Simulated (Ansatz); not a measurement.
# C₂H₆F₂Ge: one species, many methods

The task here is to estimate one member of a computed series from the others.

Computed with Ansatz 0.2.0, Gaussian basis. Level: functionals in def2-TZVPP, the program's frozen cores in correlated methods.

The runs, in order: LDA (SPW92), PBE-D4, revPBE-D4, BLYP-D4, r2SCAN-D4, B97M-V, PBE0-D4, B3LYP-D4, r2SCANh-D4, r2SCAN0-D4, HSE06-D4, BHLYP-D4, CAM-B3LYP-D4, LC-ωPBE, ωB97X-V, ωB97M-V, B2PLYP, PBE-QIDH; CCSD(T)/def2-SVP; CCSD(T)/def2-TZVPP; MP2/def2-QZVPP; extrapolation to the limit; RPA on PBE.

### The geometry

An earlier PBE0-D4 in a triple-zeta def2 set relaxation fixed the geometry.

SMILES `[CH3][Ge]([CH3])([F])[F]`, 11 atoms, charge 0, spin multiplicity 1.

Atoms are counted from 1 here; the program's logs count them from 0.

Bond lengths: C1–Ge2 1.926 Å, C1–H6 1.090 Å, C1–H7 1.091 Å, C1–H8 1.091 Å, Ge2–C3 1.926 Å, Ge2–F4 1.737 Å, Ge2–F5 1.737 Å, C3–H9 1.091 Å, C3–H10 1.090 Å, C3–H11 1.091 Å. Angles: Ge2–C1–H6 109.0°, Ge2–C1–H7 110.2°, Ge2–C1–H8 110.2°, H6–C1–H7 109.1°, H6–C1–H8 109.1°, H7–C1–H8 109.2°, C1–Ge2–C3 121.3°, C1–Ge2–F4 107.6°, C1–Ge2–F5 107.6°, C3–Ge2–F4 107.6°, C3–Ge2–F5 107.6°, F4–Ge2–F5 103.7°, Ge2–C3–H9 110.2°, Ge2–C3–H10 109.0°, Ge2–C3–H11 110.2°, H9–C3–H10 109.1°, H9–C3–H11 109.2°, H10–C3–H11 109.1°.

Coordinates:

```xyz
11
C2H6F2Ge
C    -1.55831    0.46504    0.52793
Ge    0.15581    0.44136   -0.35025
C     1.38846   -1.01690   -0.09718
F    -0.12462    0.60350   -2.05639
F     0.98322    1.90902    0.07068
H    -2.08820    1.37497    0.24611
H    -1.42740    0.44869    1.61048
H    -2.14877   -0.40044    0.22521
H     1.66014   -1.10226    0.95555
H     2.28743   -0.82670   -0.68359
H     0.93764   -1.95318   -0.42804
```

Set-up of the first run:

in.yaml

```yaml
crystal:
  periodic: [false, false, false]
  atoms:
    - {symbol: C, position_ang: [-1.558314, 0.465037, 0.527930]}
    - {symbol: Ge, position_ang: [0.155810, 0.441357, -0.350251]}
    - {symbol: C, position_ang: [1.388463, -1.016899, -0.097182]}
    - {symbol: F, position_ang: [-0.124615, 0.603496, -2.056386]}
    - {symbol: F, position_ang: [0.983222, 1.909020, 0.070675]}
    - {symbol: H, position_ang: [-2.088204, 1.374972, 0.246107]}
    - {symbol: H, position_ang: [-1.427396, 0.448689, 1.610484]}
    - {symbol: H, position_ang: [-2.148774, -0.400438, 0.225209]}
    - {symbol: H, position_ang: [1.660137, -1.102259, 0.955547]}
    - {symbol: H, position_ang: [2.287429, -0.826699, -0.683588]}
    - {symbol: H, position_ang: [0.937640, -1.953178, -0.428044]}
basis:
  gaussian: {orbitals: def2-TZVPP}
hamiltonian: {xc: lda}
output: {orbitals: {seedname: orbitals}}
```

Among the steps run: LDA; PBE-D4 (GGA); revPBE-D4 (GGA); BLYP-D4 (GGA); r2SCAN-D4 (meta-GGA); B97M-V (meta-GGA); PBE0-D4 (hybrid); B3LYP-D4 (hybrid); r2SCANh-D4 (hybrid); r2SCAN0-D4 (hybrid); HSE06-D4 (hybrid); BHLYP-D4 (hybrid); CAM-B3LYP-D4 (range-separated); LC-ωPBE-D4 (range-separated; the results give it without D4); ωB97X-V (range-separated); ωB97M-V (range-separated); B2PLYP (double hybrid); PBE-QIDH (double hybrid).

One table of the session follows, with a row left open; its other results are not shown here.

It belongs to the step «Frontier levels by functional». 

| functional | HOMO (eV) | LUMO (eV) | gap (eV) |
| --- | --- | --- | --- |
| LDA (SPW92) | -7.74 | -0.43 | 7.30 |
| PBE-D4 | -7.56 | -0.25 | 7.31 |
| revPBE-D4 | -7.49 | -0.16 | 7.33 |
| BLYP-D4 | -7.45 | -0.29 | 7.16 |
| r2SCAN-D4 | -7.89 | 0.39 | 8.28 |
| B97M-V | ? | ? | ? |
| PBE0-D4 | -8.99 | 0.62 | 9.60 |
| B3LYP-D4 | -8.76 | 0.24 | 9.00 |
| r2SCANh-D4 | -8.42 | 0.69 | 9.11 |
| r2SCAN0-D4 | -9.20 | 1.09 | 10.29 |
| HSE06-D4 | -8.59 | 0.25 | 8.83 |
| BHLYP-D4 | -10.28 | 1.23 | 11.51 |
| CAM-B3LYP-D4 | -10.37 | 1.39 | 11.76 |
| LC-ωPBE | -11.70 | 2.76 | 14.46 |
| ωB97X-V | -11.34 | 2.52 | 13.86 |
| ωB97M-V | -11.20 | 2.11 | 13.31 |

**Question.** Estimate the row for B97M-V.

As computed: HOMO (eV): -7.99; LUMO (eV): -0.07; gap (eV): 7.92. In the column «HOMO (eV)» it lies between r2SCANh-D4 (-8.42) and r2SCAN-D4 (-7.89).
